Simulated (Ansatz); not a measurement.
Consider the interaction energy of a dimer with the counterpoise correction of BBr (Ansatz 0.2.0, Python API).

The script, `bbr.py`:
```python
import ansatz as az

BASIS_SET = "def2-SVPD"
XC = "B3LYP"

FIRST = [
    ("B", (0.0, 0.0, -0.965)),
    ("Br", (0.0, 0.0, 0.965)),
]
SECOND = [
    ("B", (-4.2022, -0.3749, -4.1891)),
    ("Br", (-3.2257, 0.5416, -2.7993)),
]

def energy(atoms, ghosts=()):
    molecule = az.Crystal.molecule()
    for symbol, xyz in atoms:
        molecule = molecule.atom(symbol, xyz)
    calc = (
        molecule.calculation()
        .basis(gaussian=BASIS_SET)
        .functional(XC)
    )
    deck = calc.input()
    if ghosts:
        deck = deck.set(az.key.basis.gaussian.ghost_atoms, [{"symbol": s, "position_ang": list(xyz)} for s, xyz in ghosts])
    return az.Session.from_dict(deck).plan().execute().report["free_energy_ev"]

both = energy(FIRST + SECOND)
alone = energy(FIRST) + energy(SECOND)
ghosted = energy(FIRST, SECOND) + energy(SECOND, FIRST)
print(f"dimer {both:.6f} eV")
print(f"interaction, uncorrected   {96.485332 * (both - alone):8.3f} kJ/mol")
print(f"interaction, counterpoise  {96.485332 * (both - ghosted):8.3f} kJ/mol")
print(f"basis-set superposition    {96.485332 * (alone - ghosted):8.3f} kJ/mol")
```

How large is the interaction at this pose, and how much of it is basis-set superposition?

Uncorrected it is 0.972 kJ/mol, with the counterpoise correction 1.631 kJ/mol; the difference, 0.66 kJ/mol, is the superposition error. In this basis both values are repulsive.

What the script printed:

```console
$ python bbr.py
dimer -141424.606219 eV
interaction, uncorrected      0.972 kJ/mol
interaction, counterpoise     1.631 kJ/mol
basis-set superposition       0.658 kJ/mol
```

Total energies depend on the basis set; only differences at equal settings carry meaning. The dimer is a generated trial pose of unrelaxed monomers, not a minimum, so the figure is no binding energy, and the basis set is small. b3lyp holds the VWN-RPA fit, as in Gaussian; the form of ORCA and Turbomole is b3lyp5. This level lacks the dispersion part of the attraction (electrostatics and induction are there), which can decide the sign where the interaction is weak. The spin state was assumed, and another may lie lower. Run time: 20 s on 1 thread of Arm Neoverse N1 (shared host), peak memory 0.34 GiB.

(Lines on the test bed's own set-up are left out of the output.)
